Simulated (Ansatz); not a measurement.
# Li+ with C2H4: structure and interaction energy

Aim: relax the pair, then compute its interaction energy with counterpoise at many levels, up to CCSD(T).

Program: Ansatz 0.2.0, Gaussian basis. Level of theory: PBE0-D4 structure, single points in def2-TZVPPD. These are calculated values, not measurements.

Levels: PBE-D4, revPBE-D4, BLYP-D4, r2SCAN-D4, B97M-V, PBE0-D4, B3LYP-D4, HSE06-D4, wB97X-V, wB97M-V, B2PLYP, Hartree-Fock, MP2, CCSD, CCSD(T). The reference is CCSD(T) extrapolated to the basis limit.

Cores are frozen in the correlated methods. The outer core shell of Li, Na, Mg and K is correlated. B3LYP uses VWN-RPA correlation. B2PLYP carries no dispersion term here.

164 further runs of the same task are left out: 1 that didn't finish, 163 set aside as unsound or not needed.

## 1. Starting geometry

The pair, from a GFN2-xTB docking trial: 7 atoms, charge 1, spin multiplicity 1.

Atoms are counted from 1 here; the program's logs count them from 0.

Bond lengths: Li1–C2 2.369 Å, Li1–C3 2.362 Å, C2–C3 1.334 Å, C2–H4 1.085 Å, C2–H5 1.084 Å, C3–H6 1.086 Å, C3–H7 1.085 Å. Angles: C2–Li1–C3 32.8°, Li1–C2–C3 73.3°, Li1–C2–H4 106.1°, Li1–C2–H5 102.1°, C3–C2–H4 120.9°, C3–C2–H5 120.9°, H4–C2–H5 116.9°, Li1–C3–C2 73.9°, Li1–C3–H6 101.9°, Li1–C3–H7 105.8°, C2–C3–H6 120.9°, C2–C3–H7 120.9°, H6–C3–H7 116.9°.

Coordinates:

```
Li   -0.0016    0.0045   -2.0080
C     0.0901   -0.6620    0.2636
C    -0.0952    0.6591    0.2598
H    -0.7432   -1.3412    0.4110
H     1.0857   -1.0845    0.3362
H     0.7474    1.3404    0.3321
H    -1.0833    1.0837    0.4052
```

Atoms 1 to 1 are fragment A (Li+), the rest fragment B (C2H4).

## 2. A first relaxation in a small basis

Input file pre/in.yaml:

```yaml
crystal:
  periodic: [false, false, false]
  atoms:
    - {symbol: Li, position_ang: [-0.001600, 0.004500, -2.008000]}
    - {symbol: C, position_ang: [0.090100, -0.662000, 0.263600]}
    - {symbol: C, position_ang: [-0.095200, 0.659100, 0.259800]}
    - {symbol: H, position_ang: [-0.743200, -1.341200, 0.411000]}
    - {symbol: H, position_ang: [1.085700, -1.084500, 0.336200]}
    - {symbol: H, position_ang: [0.747400, 1.340400, 0.332100]}
    - {symbol: H, position_ang: [-1.083300, 1.083700, 0.405200]}
basis:
  gaussian: {orbitals: def2-SVP}
total_charge: 1
hamiltonian: {xc: pbe, dispersion: d4}
relax: {f_tol: 0.03, max_steps: 250}
```

Started as:

```sh
$ ansatz run in.yaml --threads 2 --pin off --events-out ev --progress --plain --max-ram 5222MiB
```

Further steps of the session: Relaxation at PBE0-D4; wB97X-V/def2-TZVPPD; wB97M-V/def2-TZVPPD; B2PLYP/def2-TZVPPD; B97M-V/def2-TZVPPD; CCSD(T)/def2-TZVPPD; MP2/def2-QZVPPD; Vibrations of the pair.

What does the calculation give? Wanted: interaction energy, CCSD(T)/CBS; of it Hartree-Fock; D4 term of PBE0-D4; shortest contact; lowest wavenumber.

The runs gave:

| quantity | value |
| --- | --- |
| interaction energy, CCSD(T)/CBS | -88.98 kJ/mol |
| of it Hartree-Fock (basis limit) | -93.12 kJ/mol |
| D4 term of PBE0-D4 | -0.59 kJ/mol |
| shortest contact | Li1–C3 2.35 Å |
| lowest wavenumber | 148 cm⁻¹ |

What this shows: The pair is bound by 88.98 kJ/mol at fixed fragment shapes. Hartree-Fock gives 105 % of it, so electrostatics, induction and charge transfer lead. r2SCAN-D4 is the best functional here (+0.94 kJ/mol from CCSD(T)/CBS); HSE06-D4 is the worst (-7.80 kJ/mol). By rung, the mean size of the error is: GGA 3.41, meta-GGA 1.17, hybrid 6.63, screened hybrid 7.80, range-separated hybrid 5.29, double hybrid 3.36 kJ/mol. PBE-D4 gives an interaction energy 5.77 kJ/mol too low, an error of 6 % of the reference. CCSD(T) moves by -2.46 kJ/mol from triple zeta to the limit; gaps between functionals far smaller than that don't rank them. A lower arrangement may exist.
